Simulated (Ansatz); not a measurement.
# C: the cost of one run

Method: DFT r2SCAN, scalar-relativistic, plane waves, PAW, in Ansatz 0.2.0.

2 further runs of the same task are left out: 2 set aside as unsound or not needed.

## 1. Starting point

It takes space group Fd-3m (No. 227, cubic). The conventional cell has a = 3.560 Å, b = 3.560 Å, c = 3.560 Å, α = 90.00°, β = 90.00°, γ = 90.00°. Around C (site symmetry -43m) lie 4 C at 1.54 Å.

Structure file:

```cif
data_structure
_symmetry_space_group_name_H-M 'P 1'
_symmetry_Int_Tables_number 1
_cell_length_a 2.5175
_cell_length_b 2.5175
_cell_length_c 3.5603
_cell_angle_alpha 90.000
_cell_angle_beta 90.000
_cell_angle_gamma 90.000
_cell_volume 22.56
loop_
_atom_site_label
_atom_site_type_symbol
_atom_site_fract_x
_atom_site_fract_y
_atom_site_fract_z
_atom_site_occupancy
C1 C 0.50000 0.50000 0.00000 1
C2 C 0.00000 0.00000 0.50000 1
C3 C 0.00000 0.50000 0.25000 1
C4 C 0.50000 0.00000 0.75000 1
```

It is built from the cell relaxed beforehand with the same method (5.64 Å³/atom).

## 2. The reference: the undisturbed cell on the scan's mesh

input.yaml reads:

```yaml
crystal:
  lattice:
    - [0.0, -1.7801417069, -1.7801417069]
    - [0.0, 1.7801417069, -1.7801417069]
    - [3.5602834138, 0.0, 0.0]
  atoms:
    - { symbol: C, position: [0.5, 0.5, 0.0] }
    - { symbol: C, position: [0.0, 0.0, 0.5] }
    - { symbol: C, position: [0.0, 0.5, 0.25] }
    - { symbol: C, position: [0.5, 0.0, 0.75] }
basis:
  ecutwfc: 500
kpoints:
  mp_grid: { grid: [10, 10, 6] }
hamiltonian:
  xc: r2scan
scf:
  occupations: { method: gaussian, width: 0.05 }
output:
  forces: true
  stress: true
  eigenvalues: true
```

The run is started by

```bash
ansatz run input.yaml --threads 2 --pin off --max-ram 5120MiB --backend cpu --events-out ev --progress --plain --runs-dir out
```

**Question.** How long does this run take on 2 threads of Intel Xeon Platinum 8375C at 2.90GHz (Ice Lake), shared host, and how much memory does it need?

About 2.7 s, with a peak of 0.41 GiB.
